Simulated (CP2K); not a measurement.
## NbTe under changes of volume

One of the cells (20.101 Å³/atom); the others are scaled copies at fixed shape and fractional positions:

```xyz
2
Lattice="3.4257 0.0000 0.0000 0.0000 3.4257 0.0000 0.0000 0.0000 3.4257" Properties=species:S:1:pos:R:3 pbc="T T T"
Nb    1.7128    1.7128    1.7128
Te    0.0000    0.0000    0.0000
```

The cell was built by a generator and needn't be a form met in nature.

* Program: CP2K 2026.2
* Functional: LDA
* Potentials or basis: GTH_POTENTIALS Nb GTH-PADE-q13, Te GTH-PADE-q6; TZVP-MOLOPT-PBE-GTH basis
* Density cutoff: 6123 eV
* k mesh: 8 × 8 × 8
* Occupations: fermi-dirac, width 0.0259 eV
* Spin: no spin polarisation

```csv
volume (Å³/atom),energy over the lowest point (meV/atom),pressure (GPa)
18.895,?,?
19.297,0.00,-0.6
19.699,5.44,-3.6
20.101,18.05,-6.3
20.503,37.02,-8.7
20.905,61.65,-10.8
21.307,91.29,-12.7
```

Problem. What does the run at 18.895 Å³/atom give?

Solution. Energy over the lowest point 2.62 meV/atom; pressure 2.8 GPa.

Worked out: A Birch-Murnaghan fit of order 3 (a polynomial in V^(-2/3)) to the other rows has its minimum at 19.22 Å³/atom, just outside them, with B0 = V·E''(V) = 157 GPa and B' = 4.7. It gives 2.63 meV/atom at 18.895 Å³/atom, against the run's 2.62, and -dE/dV = 2.8 GPa, against 2.8.

Energies are extrapolated to zero smearing.

Caveats: the basis of atomic orbitals isn't converged, which shifts pressures, moduli and gaps.
